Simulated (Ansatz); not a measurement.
# C₂H₈F₂In₂O₂: up Jacob's ladder to CCSD(T)

The task here is to estimate one member of a computed series from the others.

Method: functionals in def2-TZVPP, the program's frozen cores in correlated methods; program: Ansatz 0.2.0, Gaussian basis.

The runs, in order: LDA (SPW92), PBE-D4, revPBE-D4, BLYP-D4, r2SCAN-D4, B97M-V, PBE0-D4, B3LYP-D4, r2SCANh-D4, r2SCAN0-D4, HSE06-D4, BHLYP-D4, CAM-B3LYP-D4, LC-ωPBE, ωB97X-V, ωB97M-V, B2PLYP, PBE-QIDH; CCSD(T)/def2-SVP; CCSD(T)/def2-TZVPP; MP2/def2-QZVPP; extrapolation to the limit; RPA on PBE.

## The geometry

The geometry comes from an earlier relaxation with PBE0-D4 in a triple-zeta def2 set; it is a stationary point, not always the lowest conformer. In takes the def2 core potential; no spin-orbit term is included.

SMILES `C[O+]1[In@H-]([F])[O+](C)[In@@H-]1[F]`, 16 atoms, charge 0, spin multiplicity 1.

Atoms are counted from 1 here; the program's logs count them from 0.

Bond lengths: C1–O2 1.423 Å, C1–H9 1.093 Å, C1–H10 1.094 Å, C1–H11 1.094 Å, O2–In3 2.132 Å, O2–In7 2.132 Å, In3–F4 1.954 Å, In3–O5 2.132 Å, In3–H12 1.690 Å, O5–C6 1.423 Å, O5–In7 2.132 Å, C6–H13 1.094 Å, C6–H14 1.094 Å, C6–H15 1.093 Å, In7–F8 1.954 Å, In7–H16 1.690 Å. Angles: O2–C1–H9 111.4°, O2–C1–H10 109.8°, O2–C1–H11 109.8°, H9–C1–H10 108.9°, H9–C1–H11 108.9°, H10–C1–H11 107.9°, C1–O2–In3 120.3°, C1–O2–In7 120.4°, In3–O2–In7 100.6°, O2–In3–F4 102.1°, O2–In3–O5 79.4°, O2–In3–H12 118.5°, F4–In3–O5 102.1°, F4–In3–H12 125.9°, O5–In3–H12 118.4°, In3–O5–C6 120.4°, In3–O5–In7 100.6°, C6–O5–In7 120.3° and more.

As a file:

```
C     0.91619   -2.16595   -0.88790
O     0.92353   -1.15505    0.11308
In    1.46635    0.84603   -0.38142
F     0.72662    1.03866   -2.17983
O    -0.24220    1.19515    0.84441
C    -1.22435    2.14767    0.45455
In   -0.80817   -0.80737    1.30650
F    -2.25547   -1.12793    0.03328
H     0.18271   -1.94972   -1.66870
H     1.90727   -2.24312   -1.34355
H     0.67870   -3.13300   -0.43596
H     2.96474    1.42690    0.14161
H    -1.98327    2.23832    1.23663
H    -0.75822    3.12832    0.32449
H    -1.71120    1.85969   -0.48057
H    -0.78325   -1.29860    2.92335
```

The first run:

Contents of in.yaml:

```yaml
crystal:
  periodic: [false, false, false]
  atoms:
    - {symbol: C, position_ang: [0.916191, -2.165952, -0.887896]}
    - {symbol: O, position_ang: [0.923528, -1.155053, 0.113081]}
    - {symbol: In, position_ang: [1.466352, 0.846025, -0.381417]}
    - {symbol: F, position_ang: [0.726621, 1.038658, -2.179828]}
    - {symbol: O, position_ang: [-0.242196, 1.195151, 0.844411]}
    - {symbol: C, position_ang: [-1.224346, 2.147668, 0.454546]}
    - {symbol: In, position_ang: [-0.808173, -0.807375, 1.306496]}
    - {symbol: F, position_ang: [-2.255465, -1.127928, 0.033281]}
    - {symbol: H, position_ang: [0.182709, -1.949719, -1.668697]}
    - {symbol: H, position_ang: [1.907273, -2.243116, -1.343554]}
    - {symbol: H, position_ang: [0.678699, -3.132996, -0.435961]}
    - {symbol: H, position_ang: [2.964737, 1.426897, 0.141613]}
    - {symbol: H, position_ang: [-1.983265, 2.238324, 1.236635]}
    - {symbol: H, position_ang: [-0.758216, 3.128316, 0.324490]}
    - {symbol: H, position_ang: [-1.711196, 1.859687, -0.480567]}
    - {symbol: H, position_ang: [-0.783252, -1.298597, 2.923348]}
basis:
  gaussian: {orbitals: def2-TZVPP}
hamiltonian: {xc: lda}
output: {orbitals: {seedname: orbitals}}
```

The run is started by

```
$ ansatz run in.yaml --threads 2 --pin off --events-out ev --progress --plain --max-ram 32768MiB --backend cuda --devices 0, --max-vram 18GiB
```

Steps of the session up to this table: LDA; PBE-D4 (GGA); revPBE-D4 (GGA); BLYP-D4 (GGA); r2SCAN-D4 (meta-GGA); B97M-V (meta-GGA); B3LYP-D4 (hybrid); r2SCANh-D4 (hybrid); r2SCAN0-D4 (hybrid); HSE06-D4 (hybrid); BHLYP-D4 (hybrid); CAM-B3LYP-D4 (range-separated); LC-ωPBE (range-separated); ωB97X-V (range-separated); ωB97M-V (range-separated); B2PLYP (double hybrid); PBE-QIDH (double hybrid).

One table of the session follows, with a row left open; its other results are not shown here.

It belongs to the step «Orbital energies across the functionals». 

```
  functional  HOMO (eV)  gap (eV)
 LDA (SPW92)      -6.92      4.58
      PBE-D4      -6.78      4.74
   revPBE-D4      -6.73      4.82
     BLYP-D4      -6.70      4.69
   r2SCAN-D4      -7.14      5.38
      B97M-V      -7.30      5.34
     PBE0-D4      -8.42      7.33
    B3LYP-D4          ?         ?
  r2SCANh-D4      -7.75      6.32
  r2SCAN0-D4      -8.67      7.74
    HSE06-D4      -8.01      6.55
    BHLYP-D4     -10.01      9.84
CAM-B3LYP-D4      -9.89      9.79
     LC-ωPBE     -11.24     12.37
     ωB97X-V     -10.92     11.87
     ωB97M-V     -10.85     11.39
```

Estimate the missing values for B3LYP-D4.

Worked estimate for «HOMO (eV)». Against the share of exact exchange, BLYP-D4 (0, -6.70), BHLYP-D4 (0.5, -10.01) give a slope of -6.62 per unit share; at 0.2 the line stands at -8.02.

As computed: HOMO (eV): -8.17; gap (eV): 6.75. In «HOMO (eV)» the line misses by +0.15.
